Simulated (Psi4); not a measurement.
# SnH2F (SMILES [F][SnH2]) at UPBE/def2-TZVPP (core potential)

What is the vertical doublet–quartet gap of SnH2F at UPBE/def2-TZVPP (core potential)? 

Program for the calculation: Psi4 1.11.

## (1) The system as given

The species is SnH2F (4 atoms), meant as a doublet with charge 0. SMILES: `[F][SnH2]`. The shape is that of a PBE0-D4/def2-TZVP optimisation.

Bond lengths: F1–Sn2 1.932 Å, Sn2–H3 1.726 Å, Sn2–H4 1.726 Å. Angles: F1–Sn2–H3 103.3°, F1–Sn2–H4 103.3°, H3–Sn2–H4 113.3°.

## (2) A single-point energy at UPBE/def2-TZVPP (core potential)

calc.dat

```
memory 2.2 GB

molecule system {
  0 2
  F
  Sn 1 R2
  H 2 R3 1 A3
  H 2 R4 3 A4 1 D4

  R2 = 1.9318
  R3 = 1.726384
  A3 = 103.33191
  R4 = 1.726338
  A4 = 113.26008
  D4 = 111.0924
  symmetry c1
}

set {
  basis                def2-TZVPP
  reference            uks
  puream               true
  e_convergence        1e-09
  d_convergence        1e-08
  scf_type             pk
  dft_radial_points    99
  dft_spherical_points 590
  maxiter              100
}

E, wfn = energy('pbe', return_wfn=True)
oeprop(wfn, 'DIPOLE', 'QUADRUPOLE', 'WIBERG_LOWDIN_INDICES', title='PBE')
```

The run is started by

```sh
$ psi4 calc.dat calc.out -n 1
```

calc.out, shortened:

```text
[...]
    !!!  WARNING: ECP capability is in beta. Please check occupations closely.  !!!
[...]
  Running in c1 symmetry.
[...]
  Nuclear repulsion =   71.224956276788845
[...]
  Multiplicity = 2
[...]
  Nalpha       = 17
  Nbeta        = 16
[...]
    Number of basis functions: 109
[...]
 WARNING: Atomic UHF is not converging! Try casting from a smaller basis or call Rob at CCMST.
   -------------------------
[...]
   @UKS iter   1:  -315.04698307918090   -1.13161e+00   7.02879e-03 DIIS/ADIIS
[...]
   @UKS iter  13:  -315.27150083846436   -1.05729e-11   6.71789e-09 DIIS
[...]
   @S^2 Observed:                7.514480551E-01
[...]
    Orbital Energies [Eh]
    ---------------------
    Alpha Occupied:
       1A    -24.206353     2A     -4.914932     3A     -3.297716
       4A     -3.295584     5A     -3.292329     6A     -1.040136
       7A     -0.960602     8A     -0.960576     9A     -0.957634
      10A     -0.956462    11A     -0.938687    12A     -0.476050
      13A     -0.349360    14A     -0.339193    15A     -0.326276
      16A     -0.294344    17A     -0.205575
    Alpha Virtual:
      18A     -0.062177    19A     -0.017841    20A      0.004913
      21A      0.067583    22A      0.071721    23A      0.098895
      24A      0.127954    25A      0.154200    26A      0.155784
[...]
  @UKS Final Energy:  -315.27150083846436
   => Energetics <=
    Nuclear Repulsion Energy =             71.2249562767888449
    One-Electron Energy =                -659.1635344965648073
    Two-Electron Energy =                 301.8038878890379237
    DFT Exchange-Correlation Energy =     -29.1368105077262882
    Empirical Dispersion Energy =           0.0000000000000000
    VV10 Nonlocal Energy =                  0.0000000000000000
    Total Energy =                       -315.2715008384643625
[...]
 Multipole Moments:
 ------------------------------------------------------------------------------------
     Multipole            Electronic (a.u.)      Nuclear  (a.u.)        Total (a.u.)
 ------------------------------------------------------------------------------------
 L = 1.  Multiply by 2.5417464519 to convert [e a0] to [Debye]
 Dipole X            :          2.2114533           -2.1363690            0.0750843
 Dipole Y            :          1.3224658           -1.2775181            0.0449477
 Dipole Z            :         16.4339587          -15.4638787            0.9700800
 Magnitude           :                                                    0.9740190
 L = 2.  Multiply by 1.3450342976 to convert [e a0^2] to [Debye ang]
 Quadrupole XX       :        -30.4960226            7.7209010          -22.7751216
 Quadrupole XY       :          4.4661696           -4.2599383            0.2062314
[...]
```

Run time: 19 s. Hardware: 1 thread of Intel Xeon Platinum 8375C at 2.90GHz (Ice Lake), shared host; peak memory 0.77 GiB.

## (3) The quartet: energy and gradient at UPBE/def2-TZVPP (core potential)

fh2sn.xyz

```xyz
4
FH2Sn
F     -1.552600    -0.190000     0.640700
Sn     0.028300    -0.242200    -0.468300
H      1.184100    -1.054400     0.524100
H      0.395700     1.426200    -0.716700
```

calc.py

```python
import psi4

psi4.set_memory('2200 MB')
psi4.set_num_threads(1)
psi4.set_output_file('run.log', False)

with open('fh2sn.xyz') as f:
    atoms = ''.join(f.readlines()[2:])
m = psi4.geometry('0 4\n' + atoms + 'symmetry c1\nno_reorient\nno_com')

psi4.set_options({
    'reference': 'uks',
    'puream': True,
    'e_convergence': 1e-09,
    'd_convergence': 1e-08,
    'scf_type': 'pk',
    'dft_radial_points': 99,
    'dft_spherical_points': 590,
    'maxiter': 100,
})

e_tot, wfn = psi4.gradient('pbe/def2-TZVPP', molecule=m, return_wfn=True)
psi4.oeprop(wfn, 'MULLIKEN_CHARGES', 'DIPOLE', 'MAYER_INDICES', title='PBE')
print('gradient / Eh bohr^-1')
print(e_tot.np.round(6))
print(f'energy = {wfn.energy():.10f} Eh')
```

The run is started by

```sh
$ python calc.py
```

run.log, shortened:

```text
[...]
    !!!  WARNING: ECP capability is in beta. Please check occupations closely.  !!!
[...]
  Running in c1 symmetry.
[...]
  Nuclear repulsion =   71.224961374238049
[...]
  Multiplicity = 4
[...]
  Nalpha       = 18
  Nbeta        = 15
[...]
    Number of basis functions: 109
[...]
 WARNING: Atomic UHF is not converging! Try casting from a smaller basis or call Rob at CCMST.
   -------------------------
[...]
   @UKS iter   1:  -314.80398209307106   -8.86949e-01   7.10087e-03 ADIIS/DIIS
[...]
   @UKS iter  16:  -315.05402921365385   -3.41061e-13   6.85800e-09 DIIS
[...]
   @S^2 Observed:                3.755702592E+00
[...]
  @UKS Final Energy:  -315.05402921365385
   => Energetics <=
    Nuclear Repulsion Energy =             71.2249613742380490
    One-Electron Energy =                -658.2113578674930068
    Two-Electron Energy =                 300.9936773791055771
    DFT Exchange-Correlation Energy =     -29.0613100995044960
    Empirical Dispersion Energy =           0.0000000000000000
    VV10 Nonlocal Energy =                  0.0000000000000000
    Total Energy =                       -315.0540292136538483
[...]
  -Total Gradient:
     Atom            X                  Y                   Z
    ------   -----------------  -----------------  -----------------
       1        0.050790723133    -0.002598441057    -0.037477874618
       2       -0.020548441735     0.021518586568     0.056076806437
       3       -0.018361355386     0.000755757867    -0.014410510049
       4       -0.011874219329    -0.019675182541    -0.004191238392
[...]
 Multipole Moments:
 ------------------------------------------------------------------------------------
     Multipole            Electronic (a.u.)      Nuclear  (a.u.)        Total (a.u.)
 ------------------------------------------------------------------------------------
 L = 1.  Multiply by 2.5417464519 to convert [e a0] to [Debye]
 Dipole X            :         22.7649049          -22.2439662            0.5209387
 Dipole Y            :         12.7292740          -12.5980482            0.1312258
 Dipole Z            :          8.8677582           -8.9363259           -0.0685677
 Magnitude           :                                                    0.5415708
[...]
```

The script printed:

```text
gradient / Eh bohr^-1
[[ 0.050791 -0.002598 -0.037478]
 [-0.020548  0.021519  0.056077]
 [-0.018361  0.000756 -0.014411]
 [-0.011874 -0.019675 -0.004191]]
energy = -315.0540292137 Eh
```

Wall time 32 s (1 thread of Intel Xeon Platinum 8375C at 2.90GHz (Ice Lake), shared host); peak memory 0.77 GiB.

## (4) Results

At UPBE/def2-TZVPP (core potential):

| quantity | value |
| --- | --- |
| doublet: total energy | -315.27150 Eh |
| doublet: dipole moment | 2.48 D |
| doublet: HOMO energy (highest over α and β) | -5.59 eV |
| doublet: LUMO energy (lowest over α and β) | -4.47 eV |
| doublet: ⟨S²⟩ | 0.751 |
| quartet: total energy | -315.05403 Eh |
| quartet: dipole moment | 1.38 D |
| quartet: HOMO energy (highest over α and β) | -2.45 eV |
| quartet: ⟨S²⟩ | 3.756 |
| quartet: largest force on an atom | 3.264 eV/Å |
| vertical energy of the quartet above the doublet | 5.918 eV |

In words: At this shape the quartet lies 5.92 eV (571 kJ/mol) above the doublet. Mulliken charges (quartet) run from -0.26 on F1 to +0.15 on Sn2.
